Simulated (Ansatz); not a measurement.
# CrB, space group Cmcm: a projected density of states

Program: Ansatz's Python interface.

Notebook, run cell by cell (the value of a cell's last expression is shown):

```python
import warnings

import ansatz as az
import matplotlib.pyplot as plt
import numpy as np
```

```python
config = {
    "ecut": 550,
    "tolerance": 1e-09,
    "smearing": "fermi_dirac",
    "mesh": (9, 9, 9),
    "xc": "r2SCAN",
    "vdw": "d3bjatm",
    "extra_bands": 14,
}
```

```python
warnings.simplefilter("ignore", az.DeckWarning)
```

```python
structure = (
    az.Lattice.from_parameters(4.200093, 4.200093, 2.932, alpha=90.0, beta=90.0, gamma=138.60371)
    .atom("Cr", [0.8555, 0.1445, 0.25], moment=3)
    .atom("Cr", [0.1445, 0.8555, 0.75], moment=-3)
    .atom("B", [0.565, 0.435, 0.25])
    .atom("B", [0.435, 0.565, 0.75])
)

structure.resolved().tree()["lattice"]
```

    ((4.200093, 0.0, 0.0), (-3.150716098680776, 2.7773673279137543, 0.0),
     (1.7953322075500198e-16, 4.75167407414074e-16, 2.932))

```python
model = (
    structure.calculation()
    .basis(config["ecut"])
    .scf(tolerance=config["tolerance"])
    .occupations(config["smearing"])
    .kpoints(*config["mesh"])
    .functional(config["xc"], dispersion=config["vdw"])
    .spin("collinear")
    .scf(extra_bands=config["extra_bands"])
    .density_of_states(projected=True, energy_step=0.05)
)
out = model.run()
r = out.report

r["free_energy_ev"]
```

    RunWarning: the starting moments were not kept: the SCF closed with an absolute magnetisation of 3.2e-5 μB, where they sum to 6 μB in size (2 sites). That is at most 0.1 of that sum. Measured as dr2_m measures the in/out step, that magnetisation stands 4.8e-10 eV from none, at or under the dr2_threshold of 1.0e-9 eV: it is no larger than a step whose dr2_m would equal this threshold. The system [...]
    -7080.730228049193

```python
[(site.symbol, site.position_frac.round(4).tolist()) for site in out.lattice.sites]
```

    [(<Element.CR: 'Cr'>, [0.8555, 0.1445, 0.25]), (<Element.CR: 'Cr'>, [0.1445, 0.8555, 0.75]),
     (<Element.B: 'B'>, [0.565, 0.435, 0.25]), (<Element.B: 'B'>, [0.435, 0.565, 0.75])]

```python
dos = out.density_of_states()
energy = np.asarray(dos.energies_ev) - dos.fermi_ev
curves = {}
for site in out.projected_density_of_states().sites:
    for shell in site.shells:
        weight = sum(np.sum(curve.g_bin_mean_per_ev, axis=0) for curve in shell.curves)
        name = f"{site.species} {shell.label}"
        curves[name] = curves.get(name, 0) + weight

window = (energy > -10) & (energy < 6)
fig, ax = plt.subplots(figsize=(5.5, 3.5))
for name, g in curves.items():
    if g[window].max() > 0.05:
        ax.plot(energy[window], g[window], label=name, lw=1)
        print(f"{name:8s} peak {g[window].max():7.3f} states/eV at {energy[window][g[window].argmax()]:6.2f} eV")
ax.set(xlabel="E - E_F (eV)", ylabel="states/eV")
ax.legend(fontsize=7)
fig.tight_layout()
fig.savefig("pdos.png", dpi=100)
```

    Cr 4S    peak   0.174 states/eV at   5.36 eV
    Cr 3D    peak   6.017 states/eV at   0.81 eV
    B 2S     peak   0.453 states/eV at   5.36 eV
    B 2P     peak   1.600 states/eV at  -3.64 eV

What to keep in mind:
- Absolute energies stand on the zero of these potentials, so only differences at equal settings mean something. A total without «per atom» is that of the whole cell that was run.
- The SCF didn't keep the moments it started from (some shrank, vanished or turned); what is printed is the state reached.
- Dispersion corrections can be off by several per cent in the lattices of metals, and by several GPa in the pressure at a fixed cell.
- The mesh is modest for a metal, so energies can be off by several to tens of meV an atom and pressures by half a GPa or more; differences at equal mesh fare better.
- Peaks are the largest values inside the energy window taken; deeper bands lie outside it.
- r2SCAN tends to overestimate the moments of itinerant magnets.
- The starting cell is as deposited in a crystallographic database; the results hold for this polymorph, which needn't be the stable one.
- Warnings are shown shortened and without file and line.
- Curves are summed over the cell's atoms. Only shells that the potentials hold have channels, so projections don't add up to the total, least of all where a shell is missing (p of most metals); heights and places of peaks move with the mesh.
- The density of states is complete only as far up as bands were computed.
- The script silences the warnings on its input, which a real study should read.
- It ran for 6.8 min on 1 thread of Arm Neoverse V2, on a shared host, peak memory 0.97 GiB.
